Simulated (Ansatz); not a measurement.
A nudged elastic band was laid between two geometries of a periodic cell of 33 atoms, Al32O (host Al, host structure fcc, interstitial O).

Method: DFT PBEsol, scalar-relativistic, plane waves, PAW in Ansatz. Settings: PAW set soft_1, cutoff 420 eV, k mesh 2x2x2, fermi-dirac smearing 0.15 eV, no spin polarisation.

| Quantity | Value |
| --- | --- |
| movable images | 5 |
| climbing image | yes |
| spring | 5.0 eV/Å² |
| optimiser | quadratic models (default) |
| start path | IDPP |
| force threshold | 0.05 eV/Å |
| iteration limit | 51 |
| end points | relaxed |

Initial state:

```xyz
33
Lattice="8.1000 0.0000 0.0000 0.0000 8.1000 0.0000 0.0000 0.0000 8.1000" Properties=species:S:1:pos:R:3
Al 4.086 0.036 -0.001
Al 6.039 1.988 -0.001
Al 6.067 0.007 2.032
Al -0.011 0.027 0.010
Al 2.036 1.997 0.010
Al 4.077 4.039 0.010
Al 6.048 6.085 0.010
Al 2.024 0.036 2.061
Al 4.058 2.017 2.032
Al 6.038 4.050 2.061
Al 4.058 0.007 4.042
Al 6.067 2.017 4.042
Al 6.038 0.036 6.075
Al -0.086 3.964 0.085
Al 2.110 6.160 0.085
Al 0.001 1.988 2.061
Al 2.036 4.039 2.052
Al 4.086 6.074 2.061
Al 0.001 0.036 4.013
Al 2.024 1.988 4.013
Al 4.086 4.051 4.013
Al 6.039 6.074 4.013
Al 2.036 0.027 6.064
Al 4.086 1.988 6.075
Al 6.048 4.039 6.064
Al -0.011 6.085 2.052
Al -0.011 4.039 4.022
Al 2.036 6.085 4.022
Al -0.011 1.997 6.064
Al 2.111 3.964 5.989
Al 4.077 6.085 6.064
Al -0.086 6.161 5.989
O 1.012 5.062 7.086
```

Final state:

Only the atoms that move by more than 0.05 Å are listed.
```
Al1 4.085 -0.035 -0.001
Al4 -0.012 -0.026 0.010
Al5 2.109 1.941 0.084
Al8 2.023 -0.035 2.061
Al13 6.037 -0.035 6.075
Al14 -0.087 4.137 0.086
Al15 2.034 6.104 0.010
Al19 0.000 -0.035 4.013
Al23 2.035 -0.026 6.064
Al29 -0.086 1.940 5.989
Al30 2.110 4.136 5.989
Al32 -0.012 6.104 6.064
O33 1.010 3.040 7.087
```

Q: What changes between the two ends?

A: Contacts lost: Al15–O33, Al32–O33. Contacts made: Al5–O33, Al29–O33. The atom that moves furthest is O33, by 2.02 Å; four of its nearest neighbours are Al30 1.90, Al32 1.90, Al14 1.90, Al15 1.90 Å at the first end and Al14 1.90, Al5 1.90, Al30 1.90, Al29 1.90 Å at the last.

Q: Give the energies along the band, and the barrier.

A: The forces met the threshold. The highest image is number 3 of 0 to 6, 0.99 eV above the ends, which have the same energy within 2 meV. By the program's own check the climbing image is a first-order saddle point (lowest curvatures found: -2.31 and 1.07 eV/Å²). Limits of this set-up: coarse k mesh, PAW files made for another functional, a small cell, in which the defect meets its images.

```json
{"image": "0", "path coordinate (Å)": "0.00", "energy (eV)": "0.00", "Al15–O33 (Å)": "1.90", "Al32–O33 (Å)": "1.90", "Al5–O33 (Å)": "3.39"}
{"image": "1", "path coordinate (Å)": "0.45", "energy (eV)": "0.28", "Al15–O33 (Å)": "1.87", "Al32–O33 (Å)": "2.17", "Al5–O33 (Å)": "3.07"}
{"image": "2", "path coordinate (Å)": "0.90", "energy (eV)": "0.76", "Al15–O33 (Å)": "1.90", "Al32–O33 (Å)": "2.66", "Al5–O33 (Å)": "2.64"}
{"image": "3", "path coordinate (Å)": "1.36", "energy (eV)": "0.99", "Al15–O33 (Å)": "2.12", "Al32–O33 (Å)": "3.01", "Al5–O33 (Å)": "2.12"}
{"image": "4", "path coordinate (Å)": "1.81", "energy (eV)": "0.76", "Al15–O33 (Å)": "2.64", "Al32–O33 (Å)": "3.19", "Al5–O33 (Å)": "1.90"}
{"image": "5", "path coordinate (Å)": "2.26", "energy (eV)": "0.28", "Al15–O33 (Å)": "3.07", "Al32–O33 (Å)": "3.30", "Al5–O33 (Å)": "1.87"}
{"image": "6", "path coordinate (Å)": "2.71", "energy (eV)": "0.00", "Al15–O33 (Å)": "3.39", "Al32–O33 (Å)": "3.39", "Al5–O33 (Å)": "1.90"}
```

Q: What is the geometry of the highest image?

A: 
```xyz
33
Lattice="8.1000 0.0000 0.0000 0.0000 8.1000 0.0000 0.0000 0.0000 8.1000" Properties=species:S:1:pos:R:3
Al 4.030 0.000 0.006
Al 6.069 1.929 -0.017
Al 6.100 0.000 2.019
Al 0.028 0.000 0.003
Al 2.044 2.152 0.018
Al 4.221 4.050 0.057
Al 6.069 6.172 -0.017
Al 2.030 0.000 2.005
Al 4.055 2.006 2.030
Al 6.040 4.050 2.107
Al 4.044 0.000 4.075
Al 6.040 2.002 4.015
Al 5.977 0.000 6.059
Al -0.322 4.050 0.036
Al 2.044 5.949 0.018
Al 0.017 2.051 2.023
Al 2.082 4.050 2.197
Al 4.055 6.095 2.030
Al -0.016 0.000 3.952
Al 2.008 1.928 4.045
Al 4.132 4.050 4.015
Al 6.040 6.099 4.015
Al 2.028 0.000 6.104
Al 4.047 2.051 6.092
Al 6.073 4.050 6.015
Al 0.017 6.050 2.023
Al -0.061 4.050 4.048
Al 2.008 6.173 4.045
Al -0.100 1.885 5.975
Al 2.061 4.050 5.752
Al 4.047 6.050 6.092
Al -0.100 6.216 5.975
O 1.381 4.051 7.456
```

Run time: 13 min on 2 threads of Arm Neoverse V2 (shared host), peak memory 2.2 GiB.
